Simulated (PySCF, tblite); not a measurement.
**C₇H₁₀Ge: geometry, infrared bands and NMR shifts**

Aim: predict the infrared bands and NMR shifts of C₇H₁₀Ge (`C=CCC#C[C](=C)[GeH3]`).

The runs use tblite 0.8.0 and PySCF 2.14.0, with density-fitted response routines of our own; the level of theory stands in each step. All values are computed, except where a source is named. Atoms are numbered from 0 throughout.

## Step 1: The starting structure

18 atoms, charge 0, multiplicity 1; geometry from: force field or distance geometry start.

Bonds of the start (Å): C0–C1 1.35, C1–C2 1.51, C2–C3 1.48, C3–C4 1.21, C4–C5 1.45, C5–C6 1.32, C5–Ge7 1.89, C0–H8 1.08, C0–H9 1.07, C1–H10 1.08, C2–H11 1.12, C2–H12 1.10, C6–H13 1.08, C6–H14 1.08, Ge7–H15 1.56, Ge7–H16 1.57, Ge7–H17 1.55.

## Step 2: Optimising the geometry with GFN2-xTB

Job settings and geometry (Å):

```
{"job": {"kind": "relax", "xc": "GFN2-xTB", "basis": "xTB"}, "charge": 0, "multiplicity": 1}
C      3.529100     0.940600    -0.652900
C      2.508200     0.983300     0.225000
C      1.974600    -0.367200     0.628600
C      0.538300    -0.460900     0.278400
C     -0.634300    -0.557700    -0.001500
C     -2.029200    -0.663900    -0.387600
C     -2.616400    -1.809600    -0.103800
Ge    -2.850300     0.815100    -1.226200
H      3.831100    -0.038900    -0.985100
H      4.004500     1.831800    -1.016300
H      2.121600     1.903700     0.636500
H      2.130100    -0.568600     1.719000
H      2.479300    -1.169200     0.077700
H     -3.651700    -2.021700    -0.331900
H     -2.058400    -2.590900     0.388800
H     -3.997400     1.464000    -0.396600
H     -3.512700     0.425400    -2.592500
H     -1.775100     1.890900    -1.536100
```

Started as:

```
OMP_NUM_THREADS=1 python probes_run.py task.json out
```

The driver reads the jobs from task.json and runs them one after another.

Output:

```text
step      E/eV     max force
  0    -594.70156    2.239
  1    -594.85440    1.812
  2    -594.92662    1.327
  3    -594.93417    1.927
  4    -594.96998    0.404
  5    -594.98808    0.490
  6    -595.00543    0.611
  7    -595.01864    0.411
  8    -595.02769    0.208
  9    -595.03377    0.284
 10    -595.03966    0.240
 11    -595.04570    0.229
 12    -595.05110    0.191
 13    -595.05550    0.213
 14    -595.05893    0.160
 15    -595.06143    0.131
 16    -595.06291    0.075
 17    -595.06376    0.084
 18    -595.06452    0.089
 19    -595.06543    0.097
 20    -595.06631    0.074
 21    -595.06695    0.064
 22    -595.06741    0.064
 23    -595.06789    0.062
 24    -595.06851    0.066
 25    -595.06916    0.058
 26    -595.06967    0.045
 27    -595.07009    0.051
 28    -595.07056    0.058
 29    -595.07113    0.066
 30    -595.07165    0.053
 31    -595.07201    0.042
 32    -595.07225    0.032
 33    -595.07245    0.037
 34    -595.07265    0.033
 35    -595.07286    0.036
 36    -595.07309    0.048
 37    -595.07336    0.049
 38    -595.07363    0.049
 39    -595.07384    0.034
 40    -595.07397    0.023
 41    -595.07406    0.019
 42    -595.07414    0.022
 43    -595.07421    0.019
 44    -595.07429    0.021
 45    -595.07439    0.022
 46    -595.07454    0.029
 47    -595.07471    0.037
 48    -595.07489    0.034
 49    -595.07511    0.036
 50    -595.07543    0.047
 51    -595.07591    0.055
 52    -595.07648    0.050
 53    -595.07688    0.044
 54    -595.07712    0.032
 55    -595.07732    0.029
 56    -595.07749    0.029
 57    -595.07762    0.025
 58    -595.07774    0.029
 59    -595.07790    0.028
 60    -595.07810    0.037
 61    -595.07829    0.030
 62    -595.07841    0.020
 63    -595.07848    0.017
 64    -595.07855    0.017
 65    -595.07861    0.020
 66    -595.07866    0.013
 67    -595.07870    0.013
 68    -595.07874    0.015
 69    -595.07879    0.021
 70    -595.07888    0.026
 71    -595.07900    0.027
 72    -595.07912    0.024
 73    -595.07922    0.018
 74    -595.07929    0.018
 75    -595.07934    0.015
 76    -595.07939    0.015
 77    -595.07947    0.016
 78    -595.07954    0.022
 79    -595.07960    0.017
 80    -595.07965    0.014
 81    -595.07970    0.015
 82    -595.07976    0.016
 83    -595.07982    0.015
 84    -595.07985    0.014
 85    -595.07989    0.013
 86    -595.07994    0.022
 87    -595.08001    0.031
 88    -595.08010    0.030
 89    -595.08020    0.023
 90    -595.08030    0.026
 91    -595.08043    0.036
 92    -595.08063    0.058
 93    -595.08087    0.063
 94    -595.08111    0.044
 95    -595.08133    0.030
 96    -595.08156    0.042
 97    -595.08182    0.053
 98    -595.08204    0.081
 99    -595.08239    0.039
100    -595.08276    0.041
101    -595.08310    0.069
102    -595.08379    0.110
103    -595.08481    0.129
104    -595.08608    0.122
105    -595.08564    0.156
106    -595.08641    0.191
107    -595.08811    0.193
108    -595.08874    0.199
109    -595.09021    0.125
110    -595.09174    0.161
111    -595.09506    0.124
112    -595.09890    0.115
113    -595.10069    0.088
114    -595.10247    0.081
115    -595.10002    0.208
116    -595.10386    0.058
117    -595.10425    0.042
118    -595.10492    0.062
119    -595.10521    0.053
120    -595.10556    0.038
121    -595.10594    0.036
122    -595.10632    0.037
123    -595.10678    0.053
124    -595.10709    0.050
125    -595.10732    0.043
126    -595.10752    0.039
127    -595.10779    0.032
128    -595.10809    0.033
129    -595.10831    0.027
130    -595.10845    0.032
131    -595.10859    0.029
132    -595.10876    0.026
133    -595.10898    0.022
134    -595.10907    0.020
135    -595.10924    0.024
136    -595.10935    0.020
137    -595.10944    0.019
138    -595.10950    0.016
139    -595.10955    0.013
140    -595.10960    0.015
141    -595.10963    0.014
142    -595.10965    0.009
```

Run time: 1.7 s. Hardware: 1 thread of Arm Neoverse N1, shared host; peak memory 0.18 GiB.

Relaxation path: (not every step is listed)

```csv
step,energy from step 0 (eV),largest force (eV/Å)
0,0.0000,2.2392
1,-0.1528,1.8116
2,-0.2251,1.3269
3,-0.2326,1.9274
4,-0.2684,0.4038
5,-0.2865,0.4896
6,-0.3039,0.6109
7,-0.3171,0.4111
8,-0.3261,0.2080
20,-0.3648,0.0740
32,-0.3707,0.0320
44,-0.3727,0.0211
56,-0.3759,0.0289
68,-0.3772,0.0153
80,-0.3781,0.0144
92,-0.3791,0.0579
104,-0.3845,0.1220
116,-0.4023,0.0577
128,-0.4065,0.0325
137,-0.4079,0.0191
138,-0.4079,0.0157
139,-0.4080,0.0125
140,-0.4080,0.0151
141,-0.4081,0.0137
142,-0.4081,0.0086
```

Distances of close pairs at the start and the end, largest changes first:

```csv
bond,before (Å),after (Å),change (Å)
C5–Ge7,1.888,1.961,+0.073
Ge7–H16,1.568,1.496,-0.071
Ge7–H15,1.557,1.496,-0.061
Ge7–H17,1.552,1.496,-0.057
C4–C5,1.451,1.410,-0.041
C2–C3,1.481,1.451,-0.031
C0–C1,1.347,1.319,-0.029
C2–H11,1.120,1.096,-0.024
```

The final coordinates are the input of the step that follows.

## Step 3: Vibrational analysis with GFN2-xTB

Job settings and geometry (Å):

```
{"job": {"kind": "ir", "xc": "GFN2-xTB", "basis": "xTB"}, "charge": 0, "multiplicity": 1}
C      3.444559     1.001007    -0.658969
C      2.445145     0.935741     0.198661
C      1.914207    -0.344342     0.776682
C      0.534843    -0.532969     0.369021
C     -0.606550    -0.667824     0.008658
C     -1.941880    -0.781885    -0.430590
C     -2.626076    -1.922646    -0.336959
Ge    -2.718508     0.849640    -1.191805
H      3.964320     0.118550    -0.996279
H      3.789319     1.938427    -1.060804
H      1.929127     1.831577     0.518180
H      1.953486    -0.302608     1.871222
H      2.515220    -1.194069     0.440362
H     -3.646181    -1.988466    -0.681901
H     -2.194178    -2.819058     0.082200
H     -2.733016     1.956461    -0.185168
H     -4.120633     0.591824    -1.645654
H     -1.911965     1.336958    -2.353274
```

Output:

```text
mode    cm-1     km/mol
  1       9.0      0.06
  2      39.4      0.07
  3      63.3      0.14
  4      84.0      0.02
  5     139.5      0.25
  6     147.0      1.28
  7     223.3      0.24
  8     282.2      0.73
  9     349.6     10.60
 10     356.0      8.09
 11     395.0      3.61
 12     402.8      1.70
 13     487.1     45.82
 14     553.9     22.34
 15     557.3     87.30
 16     639.9      2.30
 17     709.8      9.51
 18     770.7    470.52
 19     806.8      7.99
 20     837.3    102.22
 21     867.2    112.98
 22     881.0     21.08
 23     887.8     21.76
 24     903.9      7.12
 25     948.9      4.83
 26    1019.7     13.87
 27    1055.7      3.19
 28    1092.1      6.81
 29    1173.2      5.15
 30    1223.1     13.95
 31    1264.1      1.04
 32    1300.3      4.81
 33    1402.5      0.60
 34    1413.4      3.40
 35    1433.3      2.80
 36    1628.3      1.10
 37    1719.1     16.60
 38    1974.1    164.39
 39    2063.4    468.36
 40    2068.3    462.42
 41    2347.1     46.98
 42    2920.3     29.34
 43    2954.8     30.10
 44    3061.7     30.62
 45    3067.4     24.85
 46    3093.9     40.95
 47    3096.1     28.75
 48    3125.1     51.67
```

Wall time 1.1 s (1 thread of Arm Neoverse N1, shared host); peak memory 0.18 GiB.

Which atoms move in the most intense modes:

```csv
cm⁻¹,km/mol,atoms
557,87.3,"C5 37 %, H17 22 %, H15 21 %"
771,470.5,"H16 38 %, H17 30 %, H15 29 %"
837,102.2,"H16 54 %, H15 22 %, H17 22 %"
867,113.0,"H15 44 %, H17 44 %"
1974,164.4,"H16 39 %, H15 32 %, H17 29 %"
2063,468.4,"H15 63 %, H17 30 %"
2068,462.4,"H16 54 %, H17 40 %"
3125,51.7,"H9 71 %, H8 18 %"
```

## Step 4: Shielding tensors: PBE0/pcSseg-1

The job, as its differences from that of step 3:

```diff
@@ -1,2 +1,2 @@
-{"job": {"kind": "ir", "xc": "GFN2-xTB", "basis": "xTB"}, "charge": 0, "multiplicity": 1}
+{"job": {"kind": "nmr", "xc": "PBE0", "basis": "pcSseg-1"}, "charge": 0, "multiplicity": 1}
 C      3.444559     1.001007    -0.658969
```

Method: GIAO PBE0/pcSseg-1 NMR shielding, non-relativistic, gas phase.

Output:

```text
coarse grid: 68400 points
cycle   1  E = -2348.7103715668  dE =  3.328e-01  |g| = 9.153e-01  |ddm| = 4.282e+00
cycle   2  E = -2348.7022904838  dE =  8.081e-03  |g| = 8.921e-01  |ddm| = 1.141e+00
cycle   3  E = -2348.7869461495  dE = -8.466e-02  |g| = 1.155e-01  |ddm| = 6.481e-01
cycle   4  E = -2348.7871159696  dE = -1.698e-04  |g| = 9.743e-02  |ddm| = 1.557e-01
cycle   5  E = -2348.7895064169  dE = -2.390e-03  |g| = 1.197e-02  |ddm| = 8.459e-02
cycle   6  E = -2348.7895349567  dE = -2.854e-05  |g| = 3.242e-03  |ddm| = 1.329e-02
cycle   7  E = -2348.7895372145  dE = -2.258e-06  |g| = 1.570e-03  |ddm| = 4.860e-03
final grid: 145216 points
cycle   8  E = -2348.7895395023  dE =  1.382e-06  |g| = 2.788e-03  |ddm| = 5.476e-03
cycle   9  E = -2348.7895346378  dE =  4.864e-06  |g| = 5.101e-03  |ddm| = 6.863e-03
cycle  10  E = -2348.7895415461  dE = -6.908e-06  |g| = 1.357e-04  |ddm| = 4.500e-03
cycle  11  E = -2348.7895415500  dE = -3.889e-09  |g| = 2.463e-05  |ddm| = 1.343e-04
cycle  12  E = -2348.7895415501  dE = -1.351e-10  |g| = 8.494e-06  |ddm| = 3.104e-05
converged SCF energy = -2348.7895415501

GIAO shielding tensors (ppm)
atom      isotropic    diamagn.    paramagn.     s11        s22        s33       span
  0 C       64.091     252.997    -188.905    -47.385     81.867    157.793    205.178
  1 C       43.910     257.304    -213.394    -78.638     55.345    155.024    233.662
  2 C      157.355     251.070     -93.715    145.801    154.834    171.432     25.630
  3 C       83.503     271.563    -188.061     21.004     24.539    204.965    183.961
  4 C       97.538     250.470    -152.932      5.393     13.731    273.491    268.098
  5 C       54.334     269.928    -215.593    -52.429     47.191    168.241    220.670
  6 C       42.115     250.164    -208.049    -83.477     58.457    151.364    234.841
  7 Ge    1544.439    2754.805   -1210.366   1436.907   1511.564   1684.847    247.940
  8 H       26.294      30.734      -4.440     22.862     25.761     30.259      7.397
  9 H       26.370      28.814      -2.444     23.475     25.448     30.189      6.714
 10 H       25.537      32.589      -7.052     23.164     25.018     28.427      5.263
 11 H       28.317      30.139      -1.823     23.904     27.186     33.861      9.957
 12 H       28.590      31.923      -3.334     24.471     27.898     33.399      8.928
 13 H       25.642      29.604      -3.961     21.817     23.993     31.117      9.299
 14 H       25.248      31.792      -6.544     21.230     24.270     30.243      9.013
 15 H       27.747      29.098      -1.352     21.495     23.223     38.522     17.027
 16 H       27.902      29.355      -1.453     21.204     23.021     39.482     18.278
 17 H       27.747      29.209      -1.462     21.345     23.422     38.473     17.128
```

Run time: 85 s. Hardware: 1 thread of Arm Neoverse N1, shared host; peak memory 0.91 GiB.

Shifts follow as δ = σ(reference) − σ, with reference shieldings (ppm) from runs at the same level and on the same kind of geometry: 1H TMS 31.72, 13C TMS 186.9, 73Ge GeMe4 1331. The references are single molecules in the gas phase. Atoms listed in one row are averaged.

```csv
atoms,environment,σ (ppm),δ (ppm)
C6,terminal =CH2 carbon,42.1,144.8
C1,alkene CH,43.9,143.0
C5,fully substituted alkene carbon,54.3,132.6
C0,terminal =CH2 carbon,64.1,122.8
C3,alkyne carbon,83.5,103.4
C4,alkyne carbon,97.5,89.4
C2,allylic sp3 CH2,157.4,29.6
H14,hydrogen on a terminal =CH2 carbon,25.25,6.47
H10,hydrogen on an alkene CH,25.54,6.18
H13,hydrogen on a terminal =CH2 carbon,25.64,6.07
H8,hydrogen on a terminal =CH2 carbon,26.29,5.42
H9,hydrogen on a terminal =CH2 carbon,26.37,5.35
"H15, H16, H17",hydrogen on a germanium bonded to C,27.80,3.92
"H11, H12",hydrogen on an allylic sp3 CH2,28.45,3.26
Ge7,"germanium bonded to C, 3 H",1544,-213
```

The run also stored atomic charges by several schemes (e):

```csv
atoms,Mulliken,IAO,Hirshfeld,ESP fit
C0,-0.15,-0.32,-0.10,-0.54
C1,-0.24,-0.12,-0.03,0.03
C2,-0.17,-0.27,-0.05,-0.24
C3,-0.12,-0.05,-0.04,0.11
C4,0.24,-0.07,-0.07,-0.33
C5,-0.75,-0.23,-0.07,0.17
C6,-0.05,-0.28,-0.08,-0.45
Ge7,0.40,0.50,0.31,0.19
```

Mayer bond orders: C0–C1 1.99, C1–C2 1.05, C2–C3 1.09, C3–C4 2.33, C4–C5 1.05, C5–C6 1.93, C5–Ge7 0.83.

Orbitals, density, ELF and potential are computed afterwards from the orbital file.

Frontier orbitals at PBE0/pcSseg-1, with the share of their density that lies nearest to each atom:

```csv
orbital,energy (eV),lies on
HOMO,-6.88,"C3, C6 about 26 % each; C4 20 %; C5 13 %"
LUMO,-0.87,"C5, C6 about 26 % each; C3 16 %; H13, H14 about 7 % each"
```

ELF in a plane through or near 7 of the atoms.

Values, 10 rows by 14 columns:
```
0.00 0.00 0.00 0.00 0.00 0.00 0.00 0.00 0.00 0.00 0.00 0.00 0.00 0.00
0.00 0.00 0.00 0.00 0.00 0.00 0.00 0.00 0.00 0.02 0.01 0.00 0.00 0.00
0.00 0.00 0.00 0.00 0.50 0.16 0.01 0.09 0.01 0.99 0.97 0.02 0.00 0.00
0.00 0.00 0.00 0.02 0.99 0.89 0.40 0.66 0.05 0.67 0.53 0.94 0.22 0.00
0.00 0.00 0.10 0.08 0.26 0.46 0.60 0.78 0.86 0.60 0.55 0.99 0.24 0.00
0.00 0.02 0.39 0.58 0.80 0.32 0.44 0.68 0.47 0.88 0.23 0.03 0.01 0.00
0.00 0.02 0.90 0.96 0.44 0.33 0.01 0.01 0.30 0.37 0.21 1.00 0.95 0.00
0.00 0.00 0.86 0.96 0.03 0.01 0.00 0.08 0.93 0.78 0.34 0.99 0.65 0.00
0.00 0.00 0.00 0.00 0.00 0.00 0.00 0.01 0.37 0.37 0.03 0.03 0.00 0.00
0.00 0.00 0.00 0.00 0.00 0.00 0.00 0.00 0.00 0.00 0.00 0.00 0.00 0.00
```
The map spans 13.4 Å across and 10.1 Å up, centred on the molecule. Atoms in the plane (x, y in Å): C0 (-3.5, -0.7), C5 (2.1, 0.4), C6 (2.9, 1.4), H12 (-2.3, 1.7), H13 (4.0, 1.2), H14 (2.6, 2.4), H16 (4.1, -1.6).

log10 of the density (e/Å³) in the same plane.

Ten even steps from ' ' (-4.0) to '@' (1.4):
```
                                                        
                                                        
                                  ..::::::..            
              ....::............::--======--::..        
            ..----==--------------==******==--::..      
          ..::==++++++============++**##**++==--::      
        ..::--++**##**++++++++++++++##%%##****++--..    
      ..::----++**####**************##@@@@####++--::    
    ..::--====++**##****############%%######**++--..    
    ::--==++**************##########%%##**++++==::..    
    ::--++**######****++++********####****++==--::..    
    ::==++##%%%%##**++==========++**####****++++--::    
    ::==++######**++====------==++**%%@@######**==--..  
    ::--++**##**++====--::::--==****%%@@######**==::..  
    ..::==++++==----::::....--==++********++++++--::    
      ..--------::....    ..::--++++**++++====--::..    
        ........            ::::--======----::::..      
                              ..::::::::::....          
                                ..........              
                                                        
```
The map spans 13.4 Å across and 10.1 Å up, centred on the molecule. Atoms in the plane (x, y in Å): C0 (-3.5, -0.7), C5 (2.1, 0.4), C6 (2.9, 1.4), H12 (-2.3, 1.7), H13 (4.0, 1.2), H14 (2.6, 2.4), H16 (4.1, -1.6).

On the surface of density 0.002 e/bohr³ the electrostatic potential runs, from the 1st to the 99th percentile, from -0.80 V near C4 to 0.86 V near H12.

## Step 5: Outcome

```
                                                              quantity                                              value
                             strongest single infrared mode (GFN2-xTB)                               771 cm⁻¹, 471 km/mol
                                          zero-point energy (GFN2-xTB)                                      82.7 kcal/mol
                                13C shifts against TMS (PBE0/pcSseg-1)  144.8, 143.0, 132.6, 122.8, 103.4, 89.4, 29.6 ppm
1H shifts against TMS (PBE0/pcSseg-1, means over atoms taken as alike)       6.47, 6.18, 6.07, 5.42, 5.35, 3.92, 3.26 ppm
                             73Ge shifts against GeMe4 (PBE0/pcSseg-1)                                           -213 ppm
                                 surface potential, 1st and 99th percentile                                 -0.80 V and 0.86 V
```

Relaxing lowered the energy by 0.408 eV in 142 steps; the close pair that moved most is C5–Ge7, from 1.888 to 1.961 Å. All 48 modes are real, so the xTB geometry is a minimum. The strongest single mode, at 771 cm⁻¹, has its largest shares on H16, H17 and H15 (the list is cut at 3 atoms). Unscaled tight-binding wavenumbers are off by several per cent, some by more. Its intensities can rank the bands wrongly. At PBE0/pcSseg-1: Shielding is most anisotropic at C4 (span 268 ppm, paramagnetic term -153 ppm). By nearest atom (PBE0/pcSseg-1), the HOMO sits on C3, C6 about 26 % each; C4 20 % and the LUMO on C5, C6 about 26 % each; C3 16 %. Spin-orbit coupling is left out, which matters for shieldings and couplings at and beside the heavy atoms.
